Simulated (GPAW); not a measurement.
Runs of GPAW 26.7.0 on Zr3MoC. It takes space group Pm-3m (No. 221, cubic). The conventional cell has a = 4.943 Å, b = 4.943 Å, c = 4.943 Å, α = 90.00°, β = 90.00°, γ = 90.00°. Around Zr (site symmetry 4/mmm) lie 2 Mo at 2.47 Å. Mo (site symmetry m-3m) has 6 Zr at 2.47 Å as nearest neighbours. C (site symmetry m-3m) has 12 Zr at 3.49 Å as nearest neighbours. The cell was built by a generator and needn't be a form met in nature.

```csv
level,potentials or basis,cell,target pressure,eigensolver,gap on the mesh (eV),pressure (GPa),relaxed volume (Å³/atom)
PBE,"GPAW PAW data sets (gpaw-data 1.2.1), pw",relaxed,-,-,none,0.0,24.24
PBE,"GPAW PAW data sets (gpaw-data 1.2.1), pw",relaxed to 5 GPa,5 GPa,-,none,5.1,-
BLYP,"PAW data sets generated in the run's folder for this functional, pw",relaxed,-,davidson,none,0.1,25.24
PBE,"GPAW PAW data sets (gpaw-data 1.2.1), pw",relaxed to 2 GPa,2 GPa,-,none,2.0,-
RPBE,"the program's PAW data sets (release 1.2.1) made for this functional, pw",relaxed,-,-,none,0.0,24.87
revPBE,"the program's PAW data sets (release 1.2.1) made for this functional, pw",relaxed,-,-,none,0.0,(a)
```

Alike in all rows: task relaxation of cell and atoms; no spin polarisation; k mesh 5 × 5 × 5; cutoff (eV) 800; smearing fermi-dirac 0.05 eV.

Fill in the values left out.

(a) 24.70.

Caveats: later steps reuse the first step's grids.

A k mesh can miss the band edges, and the runs leave out spin-orbit coupling on Mo, Zr.

A gap of «none» marks a metal or a gap under the smearing width.
